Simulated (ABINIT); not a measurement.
GaGe:

```
CELL_PARAMETERS angstrom
0.00000 2.89784 2.89784
2.89784 0.00000 2.89784
2.89784 2.89784 0.00000
ATOMIC_POSITIONS crystal
Ge 0.00000 0.00000 0.00000
Ga 0.25000 0.25000 0.25000
```

The cell comes from a database or a generator and needn't be the stable form of this composition.

Base run:

```yaml
Program: ABINIT 10.8.3 (patched build)
Functional: revPBE
Potentials_or_basis: JTH PAW PBE v2.0
Cutoff: 707 eV
k_mesh: 8 × 8 × 8
Occupations: fermi-dirac, width 0.05 eV
Spin: no spin polarisation
```

Its results: band gap on the k mesh none (metal or under the smearing width); pressure 1.4 GPa.

Q: The run is repeated on the same cell with these changes: functional from revPBE to BLYP. What comes out?

A: Band gap on the k mesh none (metal or under the smearing width); pressure 3.3 GPa.

Caveats: the PAW data sets were made with another functional, which shifts forces and pressure a little.

Not every run made on this cell is shown here.
